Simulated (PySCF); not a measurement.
**C6H9F2PSi: NMR shifts in solvents**

Aim: compute the NMR shifts of C6H9F2PSi (`C#C[Si@@H](P)[C@@H]1C[C@@H]1C(F)F`), and see what a dielectric continuum does where one was used.

The runs use PySCF 2.14.0, with density-fitted response routines of our own; the level of theory stands in each step. All values are computed, except where a source is named. Atoms count from 0, in the outputs and in this text.

### 1 The molecule as given

19 atoms, charge 0, multiplicity 1; geometry from: GFN2-xTB. The atoms were then displaced at random by about 0.01 Å, so the start is not that level's minimum.

Bonds of the start (Å): C0–C1 1.23, C1–Si2 1.86, Si2–P3 2.30, Si2–C4 1.89, C4–C5 1.51, C5–C6 1.50, C6–C7 1.49, C7–F8 1.35, C7–F9 1.37, C6–C4 1.49, C0–H10 1.02, Si2–H11 1.47, P3–H12 1.36, P3–H13 1.36, C4–H14 1.07, C5–H15 1.08, C5–H16 1.08, C6–H17 1.09, C7–H18 1.12.

### 2 Relaxing the molecule at PBE0-D3(BJ)/def2-SVP

What the job is given:

```
{"job": {"xc": "PBE0", "basis": "def2-SVP", "d3": "d3bj", "grid": 1, "shake": 0.01, "kind": "geom"}, "charge": 0, "multiplicity": 1}
C      2.052770    -2.682890    -0.442210
C      1.590460    -1.628960    -0.012400
Si     0.979860    -0.003390     0.651840
P      2.702270     1.503980     0.879340
C     -0.166400     0.727010    -0.655020
C     -1.248860     1.707370    -0.271990
C     -1.601090     0.336310    -0.768470
C     -2.219670    -0.661740     0.155510
F     -1.639980    -1.879800     0.071210
F     -2.122500    -0.320640     1.475220
H      2.387000    -3.571010    -0.819500
H      0.405370    -0.185360     1.989290
H      3.264410     1.184810    -0.316810
H      3.456110     0.644480     1.613610
H      0.311620     0.918630    -1.598350
H     -1.442320     2.562240    -0.904610
H     -1.401800     1.918970     0.776220
H     -2.026670     0.260570    -1.763940
H     -3.311300    -0.823520    -0.038200
```

Command:

```console
$ OMP_NUM_THREADS=1 python probes_run.py task.json out
```

The driver reads the jobs from task.json and runs them one after another.

What it wrote:

```text
step   0  E = -1063.27511380  max force = 0.062153
step   1  E = -1063.28339875  max force = 0.021951
step   2  E = -1063.28475706  max force = 0.006771
step   3  E = -1063.28539903  max force = 0.007668
step   4  E = -1063.28586395  max force = 0.002913
step   5  E = -1063.28603160  max force = 0.001351
step   6  E = -1063.28607693  max force = 0.000904
step   7  E = -1063.28609135  max force = 0.000675
step   8  E = -1063.28609798  max force = 0.000607
step   9  E = -1063.28610965  max force = 0.000663
step  10  E = -1063.28614436  max force = 0.001387
step  11  E = -1063.28624098  max force = 0.001595
step  12  E = -1063.28580494  max force = 0.003617
step  13  E = -1063.28644741  max force = 0.001368
step  14  E = -1063.28649567  max force = 0.001073
step  15  E = -1063.28657709  max force = 0.001165
step  16  E = -1063.28667137  max force = 0.001083
step  17  E = -1063.28673150  max force = 0.001381
step  18  E = -1063.28677803  max force = 0.001689
step  19  E = -1063.28675468  max force = 0.001040
step  20  E = -1063.28679173  max force = 0.000580
step  21  E = -1063.28680233  max force = 0.000424
optimisation converged
```

It took 7.1 min on 1 thread of Arm Neoverse V2, shared host; peak memory 0.91 GiB.

Step by step: (the energy doesn't fall at every step)

```tsv
step	energy from step 0 (eV)	largest force component (eV/Å)
0	0.0000	3.1960
1	-0.2254	1.1288
2	-0.2624	0.3482
3	-0.2799	0.3943
4	-0.2925	0.1498
5	-0.2971	0.0695
6	-0.2983	0.0465
7	-0.2987	0.0347
8	-0.2989	0.0312
9	-0.2992	0.0341
10	-0.3002	0.0713
11	-0.3028	0.0820
12	-0.2909	0.1860
13	-0.3084	0.0703
14	-0.3097	0.0552
15	-0.3119	0.0599
16	-0.3145	0.0557
17	-0.3161	0.0710
18	-0.3174	0.0869
19	-0.3168	0.0535
20	-0.3178	0.0298
21	-0.3181	0.0218
```

Distances of close pairs at the start and the end, largest changes first:

```tsv
bond	before (Å)	after (Å)	change (Å)
P3–H12	1.360	1.429	+0.070
P3–H13	1.359	1.428	+0.070
C0–H10	1.021	1.075	+0.054
Si2–P3	2.300	2.270	-0.030
C1–Si2	1.859	1.833	-0.026
Si2–H11	1.467	1.489	+0.022
C4–H14	1.075	1.096	+0.022
C4–C6	1.491	1.507	+0.016
```

The final coordinates are the input of the step that follows.

```tsv
at the end point	value
point group (found at 0.08 Å tolerance)	C1
rotational constants (GHz, main isotopes)	1.374, 0.677, 0.516
dipole moment (D)	2.06
```

### 3 Shielding tensors: PBE0/pcSseg-1 in acetonitrile

What the job is given:

```
{"job": {"kind": "nmr", "xc": "PBE0", "basis": "pcSseg-1", "solvent": "acetonitrile", "pop": true}, "charge": 0, "multiplicity": 1}
C      2.008965    -2.536752     0.006733
C      1.613437    -1.416734     0.273190
Si     1.061141     0.293385     0.633701
P      2.760509     1.767601     0.329291
C     -0.287056     0.849223    -0.548446
C     -1.533126     1.542438    -0.051823
C     -1.643126     0.215383    -0.726606
C     -2.056121    -1.006775     0.031753
F     -1.589356    -2.118411    -0.575216
F     -1.550242    -0.983313     1.291769
H      2.348873    -3.531047    -0.221680
H      0.640775     0.401434     2.057686
H      3.156433     1.175887    -0.910256
H      3.689751     0.998490     1.094148
H      0.124259     1.250314    -1.482173
H     -1.891622     2.425359    -0.586521
H     -1.690765     1.569588     1.030696
H     -2.038325     0.206113    -1.747360
H     -3.153914    -1.098920     0.116518
```

Method: GIAO PBE0/pcSseg-1 NMR shielding, non-relativistic, IEF-PCM acetonitrile.

What it wrote:

```text
coarse grid: 17520 points
cycle   1  E = -1063.5587612124  dE =  1.233e+00  |g| = 7.258e-01  |ddm| = 4.019e+00
cycle   2  E = -1063.5078667659  dE =  5.089e-02  |g| = 9.440e-01  |ddm| = 1.076e+00
cycle   3  E = -1063.6570939053  dE = -1.492e-01  |g| = 8.363e-02  |ddm| = 5.778e-01
cycle   4  E = -1063.6580307651  dE = -9.369e-04  |g| = 4.747e-02  |ddm| = 9.573e-02
cycle   5  E = -1063.6584978962  dE = -4.671e-04  |g| = 1.998e-02  |ddm| = 4.442e-02
cycle   6  E = -1063.6585930255  dE = -9.513e-05  |g| = 4.003e-03  |ddm| = 1.560e-02
cycle   7  E = -1063.6585965483  dE = -3.523e-06  |g| = 9.728e-04  |ddm| = 3.813e-03
final grid: 162656 points
cycle   8  E = -1063.7318656605  dE = -4.923e-05  |g| = 8.465e-03  |ddm| = 3.915e-02
cycle   9  E = -1063.7318565288  dE =  9.132e-06  |g| = 1.093e-02  |ddm| = 1.787e-02
cycle  10  E = -1063.7318835121  dE = -2.698e-05  |g| = 9.657e-04  |ddm| = 9.305e-03
cycle  11  E = -1063.7318836670  dE = -1.549e-07  |g| = 3.179e-04  |ddm| = 9.791e-04
cycle  12  E = -1063.7318836799  dE = -1.287e-08  |g| = 1.899e-04  |ddm| = 3.123e-04
cycle  13  E = -1063.7318836888  dE = -8.916e-09  |g| = 3.420e-05  |ddm| = 1.498e-04
cycle  14  E = -1063.7318836890  dE = -2.353e-10  |g| = 1.027e-05  |ddm| = 3.201e-05
converged SCF energy = -1063.7318836890

GIAO shielding tensors (ppm)
atom      isotropic    diamagn.    paramagn.     s11        s22        s33       span
  0 C       75.190     261.980    -186.791     -4.512     -1.209    231.290    235.803
  1 C       94.971     260.986    -166.015    -10.085      2.170    292.828    302.914
  2 Si     384.764     880.926    -496.162    357.176    368.237    428.880     71.704
  3 P      577.334     966.649    -389.315    529.837    581.871    620.295     90.458
  4 C      182.625     254.796     -72.172    155.019    179.748    213.107     58.089
  5 C      174.666     255.212     -80.546    148.946    171.858    203.194     54.248
  6 C      163.471     255.534     -92.063    133.413    150.782    206.217     72.804
  7 C       64.988     234.050    -169.062     45.946     69.302     79.718     33.772
  8 F      309.447     475.886    -166.438    203.477    336.477    388.388    184.911
  9 F      327.557     478.227    -150.670    232.471    338.777    411.422    178.951
 10 H       28.149      32.409      -4.260     22.895     23.618     37.933     15.037
 11 H       26.921      28.914      -1.993     23.899     25.919     30.945      7.046
 12 H       29.136      28.980       0.156     24.594     27.108     35.704     11.110
 13 H       29.166      27.652       1.515     24.274     26.149     37.076     12.803
 14 H       31.068      32.527      -1.459     23.312     29.146     40.747     17.435
 15 H       30.054      30.287      -0.234     24.453     24.902     40.806     16.353
 16 H       30.617      31.366      -0.749     25.128     28.954     37.769     12.641
 17 H       29.652      30.815      -1.164     23.163     26.514     39.278     16.116
 18 H       24.854      25.270      -0.416     21.525     22.930     30.107      8.582
```

Run time: 42 s. Hardware: 1 thread of Arm Neoverse V2, shared host; peak memory 1.1 GiB.

The references, computed at this level on geometries of the same kind, shield at (ppm): 1H TMS 31.24, 13C TMS 185.5, 29Si TMS 351.8, 19F CFCl3 180.5, 31P PH3 587.0. Their shielding less the atom's gives the shift. The references are single molecules in the same continuum, so shifts against H2O, NH3, PH3, H3PO4 or CFCl3 are not on the usual liquid scales and can be off by tens of ppm. Atoms listed in one row are averaged.

```tsv
atoms	environment	σ (ppm)	δ (ppm)
C7	sp3 CH bonded to 2 F	65.0	120.5
C0	terminal alkyne carbon	75.2	110.3
C1	alkyne carbon	95.0	90.5
C6	three-membered-ring carbon	163.5	22.0
C5	three-membered-ring carbon	174.7	10.8
C4	three-membered-ring carbon	182.6	2.8
H18	hydrogen on an sp3 CH bonded to 2 F	24.85	6.39
H11	hydrogen on a silicon bonded to 2 C, P	26.92	4.32
H10	hydrogen on a terminal alkyne carbon	28.15	3.09
H12, H13	hydrogen on a phosphorus bonded to Si	29.15	2.09
H17	hydrogen on a three-membered-ring carbon	29.65	1.59
H15	hydrogen on a three-membered-ring carbon	30.05	1.19
H16	hydrogen on a three-membered-ring carbon	30.62	0.62
H14	hydrogen on a three-membered-ring carbon	31.07	0.17
Si2	silicon bonded to 2 C, P, H	384.8	-33.0
P3	phosphorus bonded to Si, 2 H	577.3	9.7
F8	fluorine of a CF2 group	309.4	-128.9
F9	fluorine of a CF2 group	327.6	-147.0
```

The run also stored atomic charges by several schemes (e):

```tsv
atoms	Mulliken	IAO	Hirshfeld	ESP fit
C0	-0.23	-0.19	-0.09	-0.19
C1	-0.18	-0.35	-0.18	-0.42
Si2	0.69	0.76	0.30	0.64
P3	-0.28	-0.14	-0.05	-0.48
C4	-0.51	-0.42	-0.13	-0.30
C5	-0.16	-0.27	-0.08	-0.34
C6	-0.32	-0.16	-0.06	-0.16
C7	0.59	0.44	0.15	0.29
F8	-0.31	-0.31	-0.12	-0.22
F9	-0.32	-0.31	-0.08	-0.19
```

Mayer bond orders: C0–C1 2.53, C1–Si2 0.89, Si2–P3 1.00, Si2–C4 0.86, C4–C5 0.94, C5–C6 0.94, C6–C7 1.00, C7–F8 0.94, C7–F9 0.91, C6–C4 0.94.

Ring of atoms C4, C5, C6: NICS(0) -44.4, NICS(1) -8.7, NICS(1)zz -22.9 ppm (means of both faces).

In rings of three or four atoms NICS is ruled by the nearby σ bonds, so it says little on aromaticity.

### 4 Nuclear shieldings: PBE0/pcSseg-1 in cyclohexane

Same as in step 3 but for these lines:

```diff
@@ -1,2 +1,2 @@
-{"job": {"kind": "nmr", "xc": "PBE0", "basis": "pcSseg-1", "solvent": "acetonitrile", "pop": true}, "charge": 0, "multiplicity": 1}
+{"job": {"kind": "nmr", "xc": "PBE0", "basis": "pcSseg-1", "solvent": "cyclohexane", "pop": false}, "charge": 0, "multiplicity": 1}
 C      2.008965    -2.536752     0.006733
```

Method: GIAO PBE0/pcSseg-1 NMR shielding, non-relativistic, IEF-PCM cyclohexane.

What it wrote:

```text
coarse grid: 17520 points
cycle   1  E = -1063.5477961056  dE =  1.244e+00  |g| = 7.356e-01  |ddm| = 4.020e+00
cycle   2  E = -1063.4891771688  dE =  5.862e-02  |g| = 9.755e-01  |ddm| = 1.171e+00
cycle   3  E = -1063.6491553475  dE = -1.600e-01  |g| = 9.804e-02  |ddm| = 6.243e-01
cycle   4  E = -1063.6502977910  dE = -1.142e-03  |g| = 6.328e-02  |ddm| = 1.153e-01
cycle   5  E = -1063.6511945096  dE = -8.967e-04  |g| = 2.344e-02  |ddm| = 5.633e-02
cycle   6  E = -1063.6513241654  dE = -1.297e-04  |g| = 3.921e-03  |ddm| = 1.864e-02
cycle   7  E = -1063.6513274243  dE = -3.259e-06  |g| = 1.133e-03  |ddm| = 4.326e-03
final grid: 162656 points
cycle   8  E = -1063.7246294151  dE = -4.878e-05  |g| = 8.613e-03  |ddm| = 3.894e-02
cycle   9  E = -1063.7246189019  dE =  1.051e-05  |g| = 1.128e-02  |ddm| = 1.871e-02
cycle  10  E = -1063.7246479033  dE = -2.900e-05  |g| = 9.940e-04  |ddm| = 9.979e-03
cycle  11  E = -1063.7246480603  dE = -1.570e-07  |g| = 3.737e-04  |ddm| = 1.044e-03
cycle  12  E = -1063.7246480797  dE = -1.937e-08  |g| = 2.229e-04  |ddm| = 3.650e-04
cycle  13  E = -1063.7246480919  dE = -1.226e-08  |g| = 3.531e-05  |ddm| = 1.749e-04
cycle  14  E = -1063.7246480922  dE = -2.476e-10  |g| = 1.062e-05  |ddm| = 3.416e-05
converged SCF energy = -1063.7246480922

GIAO shielding tensors (ppm)
atom      isotropic    diamagn.    paramagn.     s11        s22        s33       span
  0 C       76.495     262.606    -186.111     -2.248      1.185    230.547    232.794
  1 C       95.295     260.855    -165.559     -9.473      2.618    292.740    302.212
  2 Si     384.988     880.648    -495.660    358.987    369.051    426.927     67.939
  3 P      573.934     966.363    -392.429    527.505    576.951    617.346     89.841
  4 C      182.218     254.114     -71.896    154.219    179.417    213.017     58.798
  5 C      174.657     255.124     -80.467    149.421    171.446    203.105     53.684
  6 C      163.236     255.604     -92.368    133.254    150.336    206.118     72.864
  7 C       65.701     233.436    -167.734     46.580     69.732     80.793     34.213
  8 F      304.725     475.399    -170.674    198.694    332.686    382.795    184.102
  9 F      324.539     477.832    -153.293    230.194    336.993    406.430    176.236
 10 H       28.454      32.717      -4.263     23.292     24.005     38.066     14.774
 11 H       26.879      28.749      -1.870     23.832     25.885     30.921      7.088
 12 H       29.316      29.030       0.286     24.882     27.346     35.720     10.838
 13 H       29.285      27.705       1.580     24.504     26.285     37.065     12.560
 14 H       31.263      32.635      -1.372     23.561     29.436     40.793     17.232
 15 H       30.217      30.503      -0.286     24.633     25.156     40.862     16.229
 16 H       30.662      31.399      -0.738     25.167     29.030     37.788     12.620
 17 H       29.877      31.113      -1.235     23.430     26.847     39.356     15.927
 18 H       25.038      25.487      -0.449     21.731     23.143     30.238      8.507
```

Run time: 38 s. Hardware: 1 thread of Arm Neoverse V2, shared host; peak memory 1.2 GiB.

In short: δ C7 119.1, C0 108.3, C1 89.5, C6 21.6, H18 6.22, H11 4.38 ppm.

### 5 Side by side: NMR shifts

Shifts (ppm) of some atoms, chosen among heavy atoms and hydrogens apart, with basis size and wall time:

```tsv
run	C7	C0	H10	H17	P3	F8	F9	functions	time
PBE0/pcSseg-1 in acetonitrile	120.5	110.3	3.09	1.59	9.7	-128.9	-147.0	229	42 s
PBE0/pcSseg-1 in cyclohexane	119.1	108.3	2.80	1.38	10.7	-126.2	-146.0	229	38 s
```

The continuum's effect on the ground state:

```tsv
solvent	ε	polarisation energy (Eh)	μ (D)
cyclohexane	2.02	-0.0046	2.35
acetonitrile	35.69	-0.0133	2.74
```

### 6 Results

| quantity | value |
| --- | --- |
| point group | C1 |
| rotational constants (main isotopes) | 1.37, 0.68, 0.52 GHz |
| 13C shifts against TMS (PBE0/pcSseg-1, acetonitrile) | 120.5, 110.3, 90.5, 22.0, 10.8, 2.8 ppm |
| 1H shifts against TMS (PBE0/pcSseg-1, acetonitrile, means over atoms taken as alike) | 6.39, 4.32, 3.09, 2.09, 1.59, 1.19, 0.62, 0.17 ppm |
| 29Si shifts against TMS (PBE0/pcSseg-1, acetonitrile) | -33.0 ppm |
| 31P shifts against PH3 (PBE0/pcSseg-1, acetonitrile) | 9.7 ppm |
| 19F shifts against CFCl3 (PBE0/pcSseg-1, acetonitrile) | -128.9, -147.0 ppm |
| range of the shift of F8 | -128.9 to -126.2 ppm |

Relaxing lowered the energy by 0.318 eV in 21 steps; the close pair that moved most is P3–H12, from 1.360 to 1.429 Å. H18 (hydrogen on an sp3 CH bonded to 2 F) lies farthest downfield among hydrogen, at 6.39 ppm; its carbon carries F, an electronegative neighbour. At PBE0/pcSseg-1: The largest span, 303 ppm, is at C1, where the paramagnetic term is -166 ppm. In ppm, F8 moves most: its shift spreads over 2.8 ppm, from -128.9 (PBE0/pcSseg-1 in acetonitrile) to -126.2 (PBE0/pcSseg-1 in cyclohexane). The continuum holds electrostatics alone: no hydrogen bonds to the solvent, and the gas-phase geometry is kept.
